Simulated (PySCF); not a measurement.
**OsO3(OH)2: forces at shaken geometries**

Aim: move all atoms of relaxed OsO3(OH)2 at random and read energies and forces. The structure is generated, not taken from experiment.

Computed with PySCF 2.14.0. Level: BP86, Os def2-SVP with ECP60, O def2-SVP, H def2-SVP; scalar-relativistic core potentials, no spin–orbit coupling.

2 further runs of the same task are left out: 1 for a known fault of the program, 1 that didn't finish.

**1. The starting structure**

8 atoms, charge 0, spin multiplicity 1.

Bond lengths: Os1–O2 1.744 Å, Os1–O3 1.720 Å, Os1–O4 1.744 Å, Os1–O5 1.945 Å, Os1–O7 1.945 Å, O5–H6 0.983 Å, O7–H8 0.982 Å. Angles: O2–Os1–O3 110.3°, O2–Os1–O4 139.2°, O2–Os1–O5 84.7°, O2–Os1–O7 87.1°, O3–Os1–O4 110.5°, O3–Os1–O5 101.7°, O3–Os1–O7 101.7°, O4–Os1–O5 87.2°, O4–Os1–O7 84.7°, O5–Os1–O7 156.6°, Os1–O5–H6 110.6°, Os1–O7–H8 110.5°.

Geometry (Å):

```xyz
8
H2O5Os
Os   -0.0274   -0.0120   -0.1236
O    -1.1461   -0.1865    1.2028
O    -0.8713   -0.0242   -1.6228
O     1.6861    0.1709   -0.3900
O    -0.0603    1.8785    0.3318
H     0.7400    2.3316   -0.0145
O     0.3910   -1.8970    0.1088
H    -0.3186   -2.3467    0.6180
```

Formal oxidation states: Os +8. An earlier session relaxed this geometry at BP86, Os def2-SVP with ECP60, O def2-SVP, H def2-SVP (singlet, point group C2).

Its energy there is -467.890551 Eh.

**2. Atoms moved at random, σ = 0.1 Å**

run.py (the lines that set the calculation) reads:

```python
mol = gto.M(atom='''
Os    -0.00610     0.09036    -0.26359
O     -1.27862    -0.07805     1.28211
O     -1.01238     0.07924    -1.78558
O      1.76269     0.12422    -0.38583
O      0.03898     1.67968     0.26820
H      0.62974     2.12741     0.09802
O      0.56550    -1.86285     0.27448
H     -0.30632    -2.24531     0.62284''',
    basis={'Os': 'def2-SVP', 'O': 'def2-SVP', 'H': 'def2-SVP'},
    ecp={'Os': 'def2-SVP'},
    charge=0, spin=0)
mf = dft.RKS(mol, xc='B88,P86')
mf.grids.atom_grid = (50, 194)
mf = mf.density_fit()  # fitting sets: Os def2-universal-JKFIT, O def2-universal-JKFIT, H def2-universal-JKFIT
mf.conv_tol = 1e-08; mf.max_cycle = 55
mf.kernel(dm0)  # dm0: the density of the relaxed state
```

Run with:

```console
$ OMP_NUM_THREADS=2 python run.py
```

Output:

```text
init E= -467.64191833392
  HOMO = -0.370801797223353  LUMO = -0.311520860656991  gap/eV = 1.61312
cycle= 1 E= -467.277466342865  delta_E= 0.364  |g|= 1.43  |ddm|= 1.67
  HOMO = -0.117492634577764  LUMO = -0.0982699731611238  gap/eV = 0.52308
cycle= 2 E= -458.641534353162  delta_E= 8.64  |g|= 5.03  |ddm|= 5.93
  HOMO = -0.24980605799794  LUMO = -0.155721913882907  gap/eV = 2.56016
cycle= 3 E= -466.238282717668  delta_E= -7.6  |g|= 2.47  |ddm|= 5.83
  HOMO = -0.248386687895174  LUMO = -0.216079816200804  gap/eV = 0.87911
cycle= 4 E= -466.76226427805  delta_E= -0.524  |g|= 2.09  |ddm|= 2.86
  HOMO = -0.251444453524773  LUMO = -0.227491705826544  gap/eV = 0.65179
cycle= 5 E= -467.582983420855  delta_E= -0.821  |g|= 0.805  |ddm|= 1.14
  HOMO = -0.236009630233788  LUMO = -0.202454394302063  gap/eV = 0.91308
cycle= 6 E= -466.696005525657  delta_E= 0.887  |g|= 2.17  |ddm|= 1.36
  HOMO = -0.247797124760367  LUMO = -0.218918434359938  gap/eV = 0.78583
cycle= 7 E= -467.294937039623  delta_E= -0.599  |g|= 1.41  |ddm|= 0.649
  HOMO = -0.251130092470799  LUMO = -0.221764618739662  gap/eV = 0.79908
cycle= 8 E= -467.151742221966  delta_E= 0.143  |g|= 1.63  |ddm|= 0.635
  HOMO = -0.252487443563844  LUMO = -0.223941667015765  gap/eV = 0.77677
cycle= 9 E= -467.22627825524  delta_E= -0.0745  |g|= 1.53  |ddm|= 0.109
  HOMO = -0.253171931650691  LUMO = -0.225109404118189  gap/eV = 0.76362
cycle= 10 E= -467.228414000246  delta_E= -0.00214  |g|= 1.52  |ddm|= 0.04
  HOMO = -0.2540415318614  LUMO = -0.226195868420916  gap/eV = 0.75772
cycle= 11 E= -467.2402197331  delta_E= -0.0118  |g|=  1.5  |ddm|= 0.0215
  HOMO = -0.255496550724114  LUMO = -0.228136112076797  gap/eV = 0.74452
cycle= 12 E= -467.095879455719  delta_E= 0.144  |g|= 1.74  |ddm|= 0.414
  HOMO = -0.258158633617044  LUMO = -0.228392147560541  gap/eV = 0.80999
cycle= 13 E= -467.377674263374  delta_E= -0.282  |g|= 1.28  |ddm|= 0.371
  HOMO = -0.274923529890001  LUMO = -0.237069311139617  gap/eV = 1.03007
cycle= 14 E= -467.691800915404  delta_E= -0.314  |g|= 0.304  |ddm|= 1.09
  HOMO = -0.268656874392083  LUMO = -0.233663957667826  gap/eV = 0.95221
cycle= 15 E= -467.709539759953  delta_E= -0.0177  |g|= 0.104  |ddm|= 0.317
  HOMO = -0.269715763970741  LUMO = -0.233643724249337  gap/eV = 0.98157
cycle= 16 E= -467.711501382003  delta_E= -0.00196  |g|= 0.039  |ddm|= 0.065
  HOMO = -0.270481683610808  LUMO = -0.233763262854232  gap/eV = 0.99916
cycle= 17 E= -467.711791992527  delta_E= -0.000291  |g|= 0.0125  |ddm|= 0.0367
  HOMO = -0.270308124808148  LUMO = -0.233829009576791  gap/eV = 0.99265
cycle= 18 E= -467.711825312675  delta_E= -3.33e-05  |g|= 0.000878  |ddm|= 0.00931
  HOMO = -0.270279129661942  LUMO = -0.233798688173255  gap/eV = 0.99268
cycle= 19 E= -467.711825555379  delta_E= -2.43e-07  |g|= 0.000343  |ddm|= 0.000778
  HOMO = -0.27028409504024  LUMO = -0.233805895490104  gap/eV = 0.99262
cycle= 20 E= -467.711825435334  delta_E= 1.2e-07  |g|= 0.000449  |ddm|= 0.000529
  HOMO = -0.270287603531822  LUMO = -0.233805058307244  gap/eV = 0.99274
cycle= 21 E= -467.71182547499  delta_E= -3.97e-08  |g|= 0.000109  |ddm|= 0.000259
  HOMO = -0.270289257242227  LUMO = -0.233807022680175  gap/eV = 0.99273
cycle= 22 E= -467.711825477496  delta_E= -2.51e-09  |g|= 2.29e-05  |ddm|= 8.04e-05
  HOMO = -0.270293378089101  LUMO = -0.233805296691319  gap/eV = 0.99289
Extra cycle  E= -467.711825461999  delta_E= 1.55e-08  |g|= 0.000269  |ddm|= 0.000208
converged SCF energy = -467.711825461999
```

Wall time 8.3 s (2 threads of Arm Neoverse V1, shared host).

Result: E = -467.711825 Eh (+4.863 eV from the relaxed state), HOMO -7.36 eV, LUMO -6.36 eV, Mulliken charge on Os1 +0.97 e, largest force component 18.485 eV/Å. The gap is small, and the closed shell wasn't tested for a lower spin-broken solution.

```
atom       Fx       Fy  Fz (eV/Å)
 Os1   -3.767  -11.984      0.121
  O2    3.060   -0.262     -4.433
  O3    2.646   -0.192      3.130
  O4   -1.368    0.225     -0.849
  O5  -17.904   -3.646      7.909
  H6   18.485   14.150     -5.191
  O7   -2.226    1.363     -0.517
  H8    1.075    0.345     -0.170
```

**3. Atoms moved at random, σ = 0.06 Å**

run.py (the lines that set the calculation) reads:

```python
mol = gto.M(atom='''
Os     0.01159    -0.05092    -0.13500
O     -1.13464    -0.09113     1.10542
O     -0.75862    -0.15298    -1.62209
O      1.58072     0.18991    -0.36547
O     -0.07564     1.85041     0.34862
H      0.64106     2.35545    -0.02898
O      0.43009    -1.85979     0.15046
H     -0.30108    -2.32625     0.65768''',
    basis={'Os': 'def2-SVP', 'O': 'def2-SVP', 'H': 'def2-SVP'},
    ecp={'Os': 'def2-SVP'},
    charge=0, spin=0)
mf = dft.RKS(mol, xc='B88,P86')
mf.grids.atom_grid = (50, 194)
mf = mf.density_fit()  # fitting sets: Os def2-universal-JKFIT, O def2-universal-JKFIT, H def2-universal-JKFIT
mf.conv_tol = 1e-08; mf.max_cycle = 55
mf.kernel(dm0)  # dm0: the density of the relaxed state
```

Run with:

```console
$ OMP_NUM_THREADS=2 python run.py
```

Output:

```text
init E= -468.000388247622
  HOMO = -0.269450107644974  LUMO = -0.15216937643641  gap/eV = 3.19137
cycle= 1 E= -467.820466688945  delta_E= 0.18  |g|= 0.426  |ddm|= 0.685
  HOMO = -0.246506665039039  LUMO = -0.203844960770265  gap/eV = 1.16088
cycle= 2 E= -465.984710863296  delta_E= 1.84  |g|= 3.07  |ddm|= 2.25
  HOMO = -0.288389866408225  LUMO = -0.192153090151032  gap/eV = 2.61874
cycle= 3 E= -467.82589371276  delta_E= -1.84  |g|= 0.401  |ddm|= 1.95
  HOMO = -0.285551330693523  LUMO = -0.188011287953216  gap/eV = 2.65420
cycle= 4 E= -467.842085924241  delta_E= -0.0162  |g|= 0.275  |ddm|= 0.438
  HOMO = -0.292321967121876  LUMO = -0.185453574601669  gap/eV = 2.90804
cycle= 5 E= -467.854955872652  delta_E= -0.0129  |g|= 0.12  |ddm|= 0.25
  HOMO = -0.289325790603262  LUMO = -0.184960571751836  gap/eV = 2.83992
cycle= 6 E= -467.857874366354  delta_E= -0.00292  |g|= 0.0236  |ddm|= 0.0975
  HOMO = -0.289724975139227  LUMO = -0.18541822727385  gap/eV = 2.83833
cycle= 7 E= -467.857937391403  delta_E= -6.3e-05  |g|= 0.0166  |ddm|= 0.0217
  HOMO = -0.289811393494756  LUMO = -0.184768618023783  gap/eV = 2.85836
cycle= 8 E= -467.857984137755  delta_E= -4.67e-05  |g|= 0.00498  |ddm|= 0.013
  HOMO = -0.289495771337608  LUMO = -0.184815336458638  gap/eV = 2.84850
cycle= 9 E= -467.857984626647  delta_E= -4.89e-07  |g|= 0.00462  |ddm|= 0.00625
  HOMO = -0.289682160262932  LUMO = -0.184789408588324  gap/eV = 2.85428
cycle= 10 E= -467.857989137876  delta_E= -4.51e-06  |g|= 0.00077  |ddm|= 0.00386
  HOMO = -0.289680285306112  LUMO = -0.184801521046495  gap/eV = 2.85390
cycle= 11 E= -467.857989140835  delta_E= -2.96e-09  |g|= 0.000155  |ddm|= 0.000515
  HOMO = -0.289676336620294  LUMO = -0.184790459442427  gap/eV = 2.85409
cycle= 12 E= -467.857989145688  delta_E= -4.85e-09  |g|= 3.7e-05  |ddm|= 0.000128
  HOMO = -0.289681725913908  LUMO = -0.184798539615756  gap/eV = 2.85402
Extra cycle  E= -467.857989140337  delta_E= 5.35e-09  |g|= 0.000167  |ddm|= 0.000143
converged SCF energy = -467.857989140337
```

It took 6 s on 2 threads of Arm Neoverse V1, shared host.

It gives: E = -467.857989 Eh (+0.886 eV from the relaxed state), HOMO -7.88 eV, LUMO -5.03 eV, Mulliken charge on Os1 +1.07 e, largest force component 9.442 eV/Å. 

```
atom      Fx      Fy  Fz (eV/Å)
 Os1  -6.326   0.503      0.716
  O2  -2.194  -0.629      2.735
  O3  -1.356   0.142     -2.480
  O4   9.442   1.468     -1.136
  O5  -1.056  -0.442      0.215
  H6   1.173   0.685     -0.563
  O7  -0.423  -2.109      1.018
  H8   0.739   0.381     -0.505
```

**4. Atoms moved at random, σ = 0.03 Å**

run.py (the lines that set the calculation) reads:

```python
mol = gto.M(atom='''
Os    -0.04524    -0.03625    -0.11676
O     -1.15586    -0.15413     1.17678
O     -0.85885     0.00917    -1.64256
O      1.68927     0.19686    -0.35536
O     -0.12519     1.83365     0.33545
H      0.80272     2.35037    -0.02296
O      0.37873    -1.93271     0.12909
H     -0.29210    -2.35224     0.60698''',
    basis={'Os': 'def2-SVP', 'O': 'def2-SVP', 'H': 'def2-SVP'},
    ecp={'Os': 'def2-SVP'},
    charge=0, spin=0)
mf = dft.RKS(mol, xc='B88,P86')
mf.grids.atom_grid = (50, 194)
mf = mf.density_fit()  # fitting sets: Os def2-universal-JKFIT, O def2-universal-JKFIT, H def2-universal-JKFIT
mf.conv_tol = 1e-08; mf.max_cycle = 55
mf.kernel(dm0)  # dm0: the density of the relaxed state
```

Run with:

```console
$ OMP_NUM_THREADS=2 python run.py
```

Output:

```text
init E= -467.840919560788
  HOMO = -0.308137987405388  LUMO = -0.22276214540136  gap/eV = 2.32319
cycle= 1 E= -467.83477693421  delta_E= 0.00614  |g|= 0.414  |ddm|= 0.475
  HOMO = -0.240569320283736  LUMO = -0.181563135798005  gap/eV = 1.60564
cycle= 2 E= -466.160056536221  delta_E= 1.67  |g|= 2.85  |ddm|= 2.21
  HOMO = -0.279327718904728  LUMO = -0.200907074566576  gap/eV = 2.13393
cycle= 3 E= -467.755185111143  delta_E= -1.6  |g|= 0.738  |ddm|= 1.94
  HOMO = -0.290487164271609  LUMO = -0.206867862224113  gap/eV = 2.27540
cycle= 4 E= -467.857770441813  delta_E= -0.103  |g|= 0.268  |ddm|= 0.668
  HOMO = -0.298668755802062  LUMO = -0.214934714873576  gap/eV = 2.27852
cycle= 5 E= -467.857734700813  delta_E= 3.57e-05  |g|= 0.275  |ddm|= 0.309
  HOMO = -0.297699722921688  LUMO = -0.212573001001029  gap/eV = 2.31642
cycle= 6 E= -467.872491869959  delta_E= -0.0148  |g|= 0.034  |ddm|= 0.195
  HOMO = -0.297123379683169  LUMO = -0.210562005983488  gap/eV = 2.35545
cycle= 7 E= -467.872622406887  delta_E= -0.000131  |g|= 0.0248  |ddm|= 0.0431
  HOMO = -0.297001164819189  LUMO = -0.210548590118482  gap/eV = 2.35249
cycle= 8 E= -467.872730972573  delta_E= -0.000109  |g|= 0.0114  |ddm|= 0.0243
  HOMO = -0.296725128938458  LUMO = -0.210982689769822  gap/eV = 2.33317
cycle= 9 E= -467.872746950295  delta_E= -1.6e-05  |g|= 0.00749  |ddm|= 0.0129
  HOMO = -0.297060140449156  LUMO = -0.21103850352235  gap/eV = 2.34077
cycle= 10 E= -467.87275807639  delta_E= -1.11e-05  |g|= 0.000697  |ddm|= 0.00531
  HOMO = -0.29701257327674  LUMO = -0.210980430534778  gap/eV = 2.34105
cycle= 11 E= -467.872758175484  delta_E= -9.91e-08  |g|= 0.000203  |ddm|= 0.000652
  HOMO = -0.297010167483886  LUMO = -0.210986802178839  gap/eV = 2.34082
cycle= 12 E= -467.872758181994  delta_E= -6.51e-09  |g|= 0.00013  |ddm|= 0.000235
  HOMO = -0.297007856465014  LUMO = -0.210983810795693  gap/eV = 2.34083
cycle= 13 E= -467.872758185448  delta_E= -3.45e-09  |g|= 2.57e-05  |ddm|= 9.35e-05
  HOMO = -0.297013596853219  LUMO = -0.21098410041019  gap/eV = 2.34098
Extra cycle  E= -467.872758180337  delta_E= 5.11e-09  |g|= 0.000155  |ddm|= 0.000144
converged SCF energy = -467.872758180337
```

It took 6.2 s on 2 threads of Arm Neoverse V1, shared host.

Read off: E = -467.872758 Eh (+0.484 eV from the relaxed state), HOMO -8.08 eV, LUMO -5.74 eV, Mulliken charge on Os1 +1.07 e, largest force component 3.436 eV/Å. 

```
atom      Fx      Fy  Fz (eV/Å)
 Os1   1.904  -0.067     -1.817
  O2  -1.111  -0.420      1.185
  O3   0.145  -0.278      0.351
  O4  -0.875  -0.192      0.152
  O5   3.436   2.467     -1.037
  H6  -3.316  -1.841      1.206
  O7   2.174   1.893     -1.741
  H8  -2.357  -1.562      1.702
```

**5. Results**

| σ (Å) | energy rise (eV) | harmonic estimate −½ F·u (eV) | largest force component (eV/Å) |
| --- | --- | --- | --- |
| 0.1 | 4.863 | 5.289 | 18.49 |
| 0.06 | 0.886 | 0.952 | 9.44 |
| 0.03 | 0.484 | 0.444 | 3.44 |

Every displacement raises the energy. For a harmonic well the rise equals −½ F·u; the two differ by at most 9 % here (a move with σ = 0.1 Å), from anharmonicity, the grid and the small forces left at the relaxed point. These are double-zeta-type bases without diffuse functions. Spin–orbit coupling is left out.
